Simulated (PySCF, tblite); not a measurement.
**C₄H₈ClFO₄S: geometry, infrared bands and NMR shifts**

What infrared bands and NMR shifts should C₄H₈ClFO₄S (`COC(OC)[C@H](F)S(=O)(=O)Cl`) show?

Computed with tblite 0.8.0 and PySCF 2.14.0, with density-fitted response routines of our own, on a single molecule in the gas phase. Atoms are numbered from 0 throughout.

## (1) The molecule as given

19 atoms, charge 0, multiplicity 1; geometry from: force field or distance geometry start.

Bonds of the start (Å): C0–O1 1.41, O1–C2 1.42, C2–O3 1.45, O3–C4 1.40, C2–C5 1.51, C5–F6 1.38, C5–S7 1.79, S7–O8 1.45, S7–O9 1.46, S7–Cl10 2.05, C0–H11 1.10, C0–H12 1.11, C0–H13 1.10, C2–H14 1.10, C4–H15 1.09, C4–H16 1.09, C4–H17 1.09, C5–H18 1.10.

## (2) Relaxing the molecule with GFN2-xTB

What the job is given:

```
{"job": {"kind": "relax", "xc": "GFN2-xTB", "basis": "xTB"}, "charge": 0, "multiplicity": 1}
C     -1.979800    -1.319700     0.618100
O     -0.647200    -0.982700     0.926700
C     -0.123200     0.067400     0.122800
O     -0.803600     1.292600     0.486800
C     -1.019700     2.156800    -0.598100
C      1.359900     0.214400     0.380600
F      1.844900     1.326800    -0.269800
S      2.206500    -1.260100    -0.174000
O      2.218400    -2.276500     0.864500
O      1.787900    -1.581400    -1.531000
Cl     4.178100    -0.752500    -0.371700
H     -2.299800    -2.152200     1.259600
H     -2.658700    -0.468600     0.821200
H     -2.066300    -1.633300    -0.428200
H     -0.328300    -0.151100    -0.934300
H     -0.078000     2.434900    -1.071900
H     -1.686000     1.693500    -1.331200
H     -1.498500     3.062200    -0.232100
H      1.583600     0.338600     1.454500
```

Started as:

```console
OMP_NUM_THREADS=1 python probes_run.py task.json out
```

This one command runs all jobs of the session in turn.

**Question.** This job is followed by: GFN2-xTB harmonic vibrations, gas phase; GIAO PBE0/pcSseg-1 NMR shielding, non-relativistic, gas phase. Predict these results of the whole session: strongest single infrared mode (GFN2-xTB); zero-point energy (GFN2-xTB); 13C shifts against TMS (PBE0/pcSseg-1); 1H shifts against TMS (PBE0/pcSseg-1, means over atoms taken as alike); 17O shifts against H2O (PBE0/pcSseg-1); 19F shifts against CFCl3 (PBE0/pcSseg-1); 33S shifts against CS2 (PBE0/pcSseg-1); 35Cl shifts against HCl (PBE0/pcSseg-1).

The runs gave:

| quantity | value |
| --- | --- |
| strongest single infrared mode (GFN2-xTB) | 515 cm⁻¹, 356 km/mol |
| zero-point energy (GFN2-xTB) | 81.0 kcal/mol |
| 13C shifts against TMS (PBE0/pcSseg-1) | 116.2, 107.1, 59.0, 57.5 ppm |
| 1H shifts against TMS (PBE0/pcSseg-1, means over atoms taken as alike) | 5.08, 4.33, 3.68, 3.63 ppm |
| 17O shifts against H2O (PBE0/pcSseg-1) | 309.0, 272.8, 76.5, 52.6 ppm |
| 19F shifts against CFCl3 (PBE0/pcSseg-1) | -176.8 ppm |
| 33S shifts against CS2 (PBE0/pcSseg-1) | 341 ppm |
| 35Cl shifts against HCl (PBE0/pcSseg-1) | 530 ppm |

In words: Over 132 steps the energy fell by 0.437 eV; of the close pairs, C5–S7 changed most, 1.788 to 1.858 Å. All 51 modes are real, so the xTB geometry is a minimum. The strongest single mode, at 515 cm⁻¹, moves mainly S7. Unscaled tight-binding wavenumbers are off by several per cent, some by more. Its intensities can rank the bands wrongly. C5 (sp3 CH bonded to F and S) lies farthest downfield among carbon, at 116.2 ppm; deshielded by the electronegative neighbour. The most deshielded hydrogen is H18 (hydrogen on an sp3 CH bonded to F and S), at 5.08 ppm: its carbon carries F, hence the downfield position. At PBE0/pcSseg-1: Shielding is most anisotropic at Cl10 (span 969 ppm, paramagnetic term -724 ppm).
